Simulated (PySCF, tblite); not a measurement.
# C₈H₁₂SSi: geometry, infrared bands and NMR shifts

Wanted: the infrared bands and NMR shifts of C₈H₁₂SSi (`CC(=S)C1=C[SiH2]C=CCC1`), by calculation.

The runs use tblite 0.8.0 and PySCF 2.14.0, with density-fitted response routines of our own; the level of theory stands in each step. All values are computed, except where a source is named. Atoms are numbered from 0 throughout.

## Step 1: The molecule as given

22 atoms, charge 0, multiplicity 1; geometry from: force field or distance geometry start.

Bonds of the start (Å): C0–C1 1.50, C1–S2 1.69, C1–C3 1.50, C3–C4 1.34, C4–Si5 1.83, Si5–C6 1.83, C6–C7 1.34, C7–C8 1.51, C8–C9 1.54, C9–C3 1.51, C0–H10 1.09, C0–H11 1.10, C0–H12 1.10, C4–H13 1.08, Si5–H14 1.49, Si5–H15 1.47, C6–H16 1.09, C7–H17 1.09, C8–H18 1.11, C8–H19 1.09, C9–H20 1.09, C9–H21 1.10.

## Step 2: Relaxing the molecule with GFN2-xTB

Job settings and geometry (Å):

```
{"job": {"kind": "relax", "xc": "GFN2-xTB", "basis": "xTB"}, "charge": 0, "multiplicity": 1}
C     -3.086700    -0.056700    -1.091900
C     -2.159000     0.474100    -0.037300
S     -2.786500     1.139300     1.382300
C     -0.687200     0.333700    -0.297600
C      0.024300     1.452900    -0.450600
Si     1.824800     1.541300    -0.772400
C      2.690900     0.247600     0.193200
C      2.213800    -0.867200     0.771200
C      0.819200    -1.458000     0.766400
C     -0.148000    -1.079900    -0.369800
H     -2.546900    -0.349900    -1.991000
H     -3.638100    -0.931600    -0.711600
H     -3.821200     0.720900    -1.365500
H     -0.438400     2.430800    -0.397700
H      2.338100     2.886700    -0.383200
H      2.083800     1.333500    -2.202200
H      3.744300     0.478000     0.333300
H      2.919100    -1.474100     1.340100
H      0.347900    -1.240000     1.742000
H      0.943600    -2.543800     0.727800
H     -0.983600    -1.783000    -0.342900
H      0.335400    -1.235200    -1.347000
```

Launch:

```
OMP_NUM_THREADS=1 python probes_run.py task.json out
```

The driver reads the jobs from task.json and runs them one after another.

**Question.** This job is followed by: GFN2-xTB harmonic vibrations, gas phase; GIAO PBE0/pcSseg-1 NMR shielding, non-relativistic, gas phase. What will the session give for the following? strongest single infrared mode (GFN2-xTB); zero-point energy (GFN2-xTB); ¹³C shifts against TMS (PBE0/pcSseg-1); ¹H shifts against TMS (PBE0/pcSseg-1, means over atoms taken as alike); ³³S shifts against CS2 (PBE0/pcSseg-1); ²⁹Si shifts against TMS (PBE0/pcSseg-1); surface potential, 1st and 99th percentile.

**Answer**, as computed:

```
                                                              quantity                                                    value
                             strongest single infrared mode (GFN2-xTB)                                    2180 cm⁻¹, 333 km/mol
                                          zero-point energy (GFN2-xTB)                                           107.1 kcal/mol
                                ¹³C shifts against TMS (PBE0/pcSseg-1)  254.5, 162.4, 161.2, 156.4, 123.5, 41.6, 33.4, 33.1 ppm
¹H shifts against TMS (PBE0/pcSseg-1, means over atoms taken as alike)             8.33, 7.15, 5.78, 4.86, 3.18, 3.05, 2.46 ppm
                                ³³S shifts against CS2 (PBE0/pcSseg-1)                                                 1046 ppm
                               ²⁹Si shifts against TMS (PBE0/pcSseg-1)                                                -64.2 ppm
                                 surface potential, 1st and 99th percentile                                       -1.06 V and 1.06 V
```

**Reading.** The optimisation took 159 steps and gained 0.409 eV; among the close pairs (by a distance rule), Si5–C6 changed most, from 1.832 to 1.882 Å. All 60 modes are real, so the xTB geometry is a minimum. The strongest single mode, at 2180 cm⁻¹, moves mainly H15. Unscaled tight-binding wavenumbers are off by several per cent, some by more. Its intensities can rank the bands wrongly. The most deshielded carbon is C1 (thiocarbonyl carbon), at 254.5 ppm: low-lying n→π* states of the double bond to the heteroatom give a large paramagnetic term (-325 ppm). At PBE0/pcSseg-1: Shielding is most anisotropic at S2 (span 2557 ppm, paramagnetic term -1599 ppm). By nearest atom (PBE0/pcSseg-1), the HOMO sits on S2 79 % and the LUMO on S2 30 %; C1 26 %.
